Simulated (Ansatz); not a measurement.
# ClGeH5Sn: a ladder of functionals and wavefunction methods

The task here is to estimate one member of a computed series from the others.

The runs use Ansatz 0.2.0, Gaussian basis; functionals in def2-TZVPP, the program's frozen cores in correlated methods.

Levels to be run: LDA (SPW92), PBE-D4, revPBE-D4, BLYP-D4, r2SCAN-D4, B97M-V, PBE0-D4, B3LYP-D4, r2SCANh-D4, r2SCAN0-D4, HSE06-D4, BHLYP-D4, CAM-B3LYP-D4, LC-ωPBE, ωB97X-V, ωB97M-V, B2PLYP, PBE-QIDH; CCSD(T)/def2-SVP; CCSD(T)/def2-TZVPP; MP2/def2-QZVPP; extrapolation to the limit; RPA on PBE.

## Structure used throughout

All runs share one geometry, relaxed beforehand with PBE0-D4 in a triple-zeta def2 set. Sn takes the def2 core potential; no spin-orbit term is included.

SMILES `[Cl][SnH2][GeH3]`, 8 atoms, charge 0, spin multiplicity 1.

Atoms are counted from 1 here; the program's logs count them from 0.

Bond lengths: Cl1–Sn2 2.345 Å, Sn2–Ge3 2.595 Å, Sn2–H4 1.706 Å, Sn2–H5 1.706 Å, Ge3–H6 1.534 Å, Ge3–H7 1.537 Å, Ge3–H8 1.534 Å. Angles: Cl1–Sn2–Ge3 105.3°, Cl1–Sn2–H4 105.1°, Cl1–Sn2–H5 105.1°, Ge3–Sn2–H4 114.8°, Ge3–Sn2–H5 114.9°, H4–Sn2–H5 110.5°, Sn2–Ge3–H6 109.1°, Sn2–Ge3–H7 109.9°, Sn2–Ge3–H8 109.1°, H6–Ge3–H7 109.4°, H6–Ge3–H8 109.9°, H7–Ge3–H8 109.4°.

The first run:

in.yaml

```yaml
crystal:
  periodic: [false, false, false]
  atoms:
    - {symbol: Cl, position_ang: [-2.476561, 1.343737, -0.037275]}
    - {symbol: Sn, position_ang: [-0.428481, 0.659902, -0.952065]}
    - {symbol: Ge, position_ang: [0.696312, -0.782990, 0.888733]}
    - {symbol: H, position_ang: [-0.838830, -0.186470, -2.375331]}
    - {symbol: H, position_ang: [0.392894, 2.106170, -1.331593]}
    - {symbol: H, position_ang: [0.900634, 0.074968, 2.143764]}
    - {symbol: H, position_ang: [2.057593, -1.296727, 0.393164]}
    - {symbol: H, position_ang: [-0.211461, -1.975690, 1.214802]}
basis:
  gaussian: {orbitals: def2-TZVPP}
hamiltonian: {xc: lda}
output: {orbitals: {seedname: orbitals}}
```

Among the steps run: LDA; PBE-D4 (GGA); revPBE-D4 (GGA); BLYP-D4 (GGA); r2SCAN-D4 (meta-GGA); B97M-V (meta-GGA); PBE0-D4 (hybrid); B3LYP-D4 (hybrid); r2SCANh-D4 (hybrid); r2SCAN0-D4 (hybrid); HSE06-D4 (hybrid); BHLYP-D4 (hybrid); CAM-B3LYP-D4 (range-separated); LC-ωPBE-D4 (range-separated; the results give it without D4); ωB97X-V (range-separated); ωB97M-V (range-separated); B2PLYP (double hybrid); PBE-QIDH (double hybrid).

One of the session's tables, all rows but one given; the rest of the session is left out.

It belongs to the step «Frontier levels by functional». 

| functional | HOMO (eV) | gap (eV) |
| --- | --- | --- |
| LDA (SPW92) | -6.93 | 4.89 |
| PBE-D4 | -6.83 | 5.03 |
| revPBE-D4 | -6.79 | 5.09 |
| BLYP-D4 | -6.68 | 4.96 |
| r2SCAN-D4 | -7.13 | 5.59 |
| B97M-V | -7.24 | 5.63 |
| PBE0-D4 | -7.98 | 6.99 |
| B3LYP-D4 | -7.76 | 6.54 |
| r2SCANh-D4 | -7.55 | 6.29 |
| r2SCAN0-D4 | -8.17 | 7.33 |
| HSE06-D4 | ? | ? |
| BHLYP-D4 | -8.97 | 8.79 |
| CAM-B3LYP-D4 | -9.21 | 9.17 |
| LC-ωPBE | -10.50 | 11.58 |
| ωB97X-V | -10.18 | 11.12 |
| ωB97M-V | -10.00 | 10.71 |

Q: Estimate the row for HSE06-D4 from the others.

As computed: HOMO (eV): -7.59; gap (eV): 6.23. In the column «HOMO (eV)» it lies between B3LYP-D4 (-7.76) and r2SCANh-D4 (-7.55).
